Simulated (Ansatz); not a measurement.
**GeHCl+ (quartet): the correlation ladder, cc-pVTZ**

An exercise on one series of results from a longer session: the logs are not shown, and one member is left open.

Program: Ansatz 0.2.0, Gaussian basis. Level of theory: cc-pVTZ, core rule «outside noble gas», up to 19 orbitals frozen. These are calculated values, not measurements.

The runs, in order: UHF; CCSD(T) on ROHF; CCSD(T) on UHF; BCCD(T) on ROHF; CCSDT(Q) on ROHF; CCSDT(Q) on UHF.

10 further runs of the same task are left out: 4 for a known fault of the program, 6 set aside as unsound or not needed.

## The geometry

The geometry is a PBE0/def2-TZVP stationary point (not a proven minimum) of the parent state, kept for this charge and spin. No spin-orbit coupling is included. The filled d shell of Ge may be among the frozen orbitals whatever the setting's name suggests; the logs give the count.

3 atoms, charge 1, spin multiplicity 4.

Atoms are counted from 1 here; the program's logs count them from 0.

Bond lengths: Ge1–Cl2 2.148 Å, Ge1–H3 1.556 Å. Angles: Cl2–Ge1–H3 115.2°.

The first run:

The input, in.yaml:

```yaml
crystal:
  periodic: [false, false, false]
  atoms:
    - {symbol: Ge, position_ang: [0.000000, -0.039179, 0.691027]}
    - {symbol: Cl, position_ang: [0.000000, 0.042088, -1.455820]}
    - {symbol: H, position_ang: [0.000000, 1.343123, 1.405821]}
basis:
  gaussian: {orbitals: cc-pVTZ}
total_charge: 1
magnetization: {spin_polarized: true, initial_magnetization: 3}
hamiltonian: {xc: hf}
output: {orbitals: {seedname: orbitals}}
```

Launch:

```sh
> ansatz run in.yaml --threads 1 --pin off --events-out ev --progress --plain --max-ram 4096MiB --backend cpu
```

Steps of the session up to this table: UHF; CCSD(T) on ROHF; CCSD(T) on UHF; BCCD(T) on ROHF; CCSDT(Q) on ROHF; CCSDT(Q) on UHF.

One of the session's tables, all rows but one given; the rest of the session is left out.

| method | from UCCSDT(Q) (kcal/mol) |
| --- | --- |
| ROHF | +170.62 |
| UHF | +165.10 |
| RMP2 | +28.74 |
| UMP2 | ? |
| RCCSD | +7.10 |
| UCCSD | +6.59 |
| RCCSD(T) | +1.38 |
| UCCSD(T) | +1.02 |
| BCCD(T) | +1.36 |
| RCCSDT | +0.59 |
| UCCSDT | +0.21 |
| RCCSDT(Q) | +0.37 |
| UCCSDT(Q) | 0 |

Estimate the missing values for UMP2.

The run gave: from UCCSDT(Q) (kcal/mol): +28.95. In the column «from UCCSDT(Q) (kcal/mol)» it lies between RMP2 (+28.74) and UHF (+165.10).

Limits of these values: Restricted and unrestricted rows rest on different reference determinants; where their highest levels disagree by more than a few hundredths of an eV, they describe different states and don't form one ladder.
